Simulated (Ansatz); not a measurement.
Fe3Rh, space group Fm-3m, a comparison of norm-conserving and PAW potentials

With the Ansatz DFT code, driven from Python.

`fe3rh.cif`
```cif
data_Fe3Rh
_cell_length_a 4.144216
_cell_length_b 4.144216
_cell_length_c 4.144216
_cell_angle_alpha 60.00000
_cell_angle_beta 60.00000
_cell_angle_gamma 60.00000
_symmetry_space_group_name_H-M 'P 1'
_symmetry_Int_Tables_number 1
loop_
_symmetry_equiv_pos_as_xyz
'x, y, z'
loop_
_atom_site_label
_atom_site_type_symbol
_atom_site_fract_x
_atom_site_fract_y
_atom_site_fract_z
Fe1 Fe    0.750000    0.750000    0.750000
Fe2 Fe    0.250000    0.250000    0.250000
Fe3 Fe    0.000000    0.000000    0.000000
Rh4 Rh    0.500000    0.500000    0.500000
```

Run as a notebook:

**Cell 1**
```python
import ansatz as az
from ase.io import read
import numpy as np
import pandas as pd
```

**Cell 2**
```python
def count_gap(report):
    # lowest empty less highest filled band, counting bands; zero where they overlap
    return max(report.get("gap_by_band_count_ev") or 0.0, 0.0)
```

**Cell 3**
```python
atoms = read("fe3rh.cif")
cell = az.Crystal.from_ase(atoms).moments(Fe=3.5)
```

**Cell 4**
```python
len(cell.resolved().sites)
```
Output:
```text
4
```

**Cell 5**
```python
setup = (
    cell.calculation()
    .functional("lda")
    .spin("collinear")
    .occupations("fermi_dirac", width=0.1)  # the run then minimises F = E - TS
    .kpoints(8)  # sampling of the Brillouin zone
    .stress()
    .forces()  # eV per angstrom
    .band_table()
)
variants = {
    "PAW": setup.pseudopotentials("paw"),
    "norm-conserving": setup.pseudopotentials("nc"),
}
# totals differ by the cores that each treatment holds, so compare what does not depend on them
rows = []
for label, variant in variants.items():
    rep = variant.run(threads=1, backend="cpu").report
    levels = np.array(rep["eigenvalues_ev"][0]) - rep["fermi_energy_ev"]
    print(label, "levels at the first k-point near E_F:", np.round(levels[np.abs(levels) < 5], 3))
    rows.append((label, rep["n_electrons"], np.trace(rep["stress_gpa"]) / 3, count_gap(rep), rep["magnetization_mub"]))
print(pd.DataFrame(rows, columns=["treatment", "electrons in bands", "P GPa", "gap by band count eV", "moment muB"]).round(4).to_string(index=False))
```
Output:
```text
DeckWarning: basis.ecutwfc = 420 eV, auto-derived from the records' recommended cutoffs: set by Fe (normal level)
PAW levels at the first k-point near E_F: [-4.061 -4.061 -4.061 -3.495 -3.495 -3.495 -2.712 -2.712 -2.712 -1.45
 -1.45  -1.371 -1.371 -0.659 -0.659 -0.201 -0.201 -0.201]
DeckWarning: basis.ecutwfc = 1224.512381 eV, auto-derived from the records' recommended cutoffs: set by Fe (normal level)
norm-conserving levels at the first k-point near E_F: [-4.079 -4.079 -4.079 -3.57  -3.57  -3.57  -2.792 -2.792 -2.792 -1.561
 -1.561 -1.465 -1.465 -0.709 -0.709 -0.273 -0.273 -0.273]
      treatment  electrons in bands    P GPa  gap by band count eV  moment muB
            PAW                65.0 -14.4166                   0.0      8.9321
norm-conserving                65.0 -13.7225                   0.0      9.0828
```

PAW gives -14.417 GPa and norm-conserving -13.723 GPa, 0.69 GPa apart (a gap this large is an error of one set of files, which an all-electron run can settle). They took 14.3 and 27.5 s of processor time.

Caveats:
- Total energies depend on the potentials; only differences at equal settings carry meaning. A total without «per atom» is that of the whole cell that was run.
- Other magnetic orders than the one started from may lie lower.
- For a metal this k-point mesh is coarse: on a finer one energies can move by several to tens of meV an atom and pressures by half a GPa or more, differences at one mesh by less.
- A gap by band count of zero or less means overlapping bands, a metal.
- At these settings the cell as given stands under about -14 GPa, so it isn't at this functional's equilibrium volume.
- This cell is a computed structure, which may not be the phase found in nature.
- Gaps and levels are Kohn-Sham values on a finite set of k-points, without spin-orbit coupling.
- Warnings are shown shortened and without file and line.
- Stress is positive in compression.
- The whole script took 43 s on 1 thread of Arm Neoverse V1 (shared host), peak memory 0.81 GiB.
